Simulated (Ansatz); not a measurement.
# CH4AlClN2O: the cost of one run

All numbers below are computed with Ansatz 0.2.0 (RKS PBE-D4/def2-mTZVP).

## (1) The starting structure

Bond lengths: N1–C2 1.471 Å, C2–O3 1.272 Å, C2–Al4 1.974 Å, Al4–N5 1.853 Å, Al4–Cl6 2.271 Å, N1–H7 1.001 Å, N1–H8 1.086 Å, N5–H9 0.986 Å, N5–H10 1.056 Å. Angles: N1–C2–O3 119.7°, N1–C2–Al4 119.3°, O3–C2–Al4 120.9°, C2–N1–H7 120.9°, C2–N1–H8 117.7°, H7–N1–H8 121.1°, C2–Al4–N5 122.5°, C2–Al4–Cl6 117.5°, N5–Al4–Cl6 119.9°, Al4–N5–H9 108.8°, Al4–N5–H10 104.8°, H9–N5–H10 109.3°.

Coordinates:

```xyz
10

N     0.6215   -1.5313   -0.7715
C    -0.5433   -1.1319    0.0329
O    -1.4273   -1.9956    0.3356
Al   -0.6828    0.7289    0.6754
N     0.5329    2.0417    0.1921
Cl   -2.4886    1.2678    1.9432
H     0.7105   -2.4653   -1.1190
H     1.3263   -0.7568   -1.0575
H     0.5738    2.0911   -0.7914
H     1.4602    1.7002    0.5632
```

## (2) End point A

Contents of input.yaml:

```yaml
crystal:
  periodic: [false, false, false]
  atoms:
    - { symbol: "N", position_ang: [0.6215, -1.5313, -0.7715] }
    - { symbol: C, position_ang: [-0.5433, -1.1319, 0.0329] }
    - { symbol: O, position_ang: [-1.4273, -1.9956, 0.3356] }
    - { symbol: Al, position_ang: [-0.6828, 0.7289, 0.6754] }
    - { symbol: "N", position_ang: [0.5329, 2.0417, 0.1921] }
    - { symbol: Cl, position_ang: [-2.4886, 1.2678, 1.9432] }
    - { symbol: H, position_ang: [0.7105, -2.4653, -1.119] }
    - { symbol: H, position_ang: [1.3263, -0.7568, -1.0575] }
    - { symbol: H, position_ang: [0.5738, 2.0911, -0.7914] }
    - { symbol: H, position_ang: [1.4602, 1.7002, 0.5632] }
basis:
  gaussian: { orbitals: def2-mTZVP }
hamiltonian:
  xc: pbe
  dispersion: d4
relax:
  f_tol: 0.015
  max_steps: 40
```

On the command line:

```sh
$ ansatz run input.yaml --threads 2 --pin off --max-ram 3072MiB --backend cpu --events-out ev --progress --plain --runs-dir out
```

What time and memory should one allow on 2 threads of AMD EPYC 7R13 (Zen 3), shared host?

About 2.4 min, with a peak of 0.21 GiB.
